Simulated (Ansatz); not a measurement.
# ClCo: the cost of one run

Method: def2-TZVPP, core rule «outside noble gas», up to 14 orbitals frozen; program: Ansatz 0.2.0, Gaussian basis.

Plan: UHF; ROHF; CCSD(T) on UHF.

### 1 The system

The geometry is a PBE0/def2-TZVP stationary point (not a proven minimum).

2 atoms, charge 0, spin multiplicity 5.

Atoms are counted from 1 here; the program's logs count them from 0.

Bond lengths: Co1–Cl2 2.173 Å.

### 2 UHF

in.yaml reads:

```yaml
crystal:
  periodic: [false, false, false]
  atoms:
    - {symbol: Co, position_ang: [0.000000, 0.000000, 0.000000]}
    - {symbol: Cl, position_ang: [0.000000, 0.000000, 2.172600]}
basis:
  gaussian: {orbitals: def2-TZVPP}
magnetization: {spin_polarized: true, initial_magnetization: 4}
hamiltonian: {xc: hf}
output: {orbitals: {seedname: orbitals}}
```

On the command line:

```
> ansatz run in.yaml --threads 1 --pin off --events-out ev --progress --plain --max-ram 4096MiB --backend cpu
```

Q: Estimate wall time and peak memory on 1 thread of AMD EPYC 7R13, shared host.

About 22 s, with a peak of 0.36 GiB.
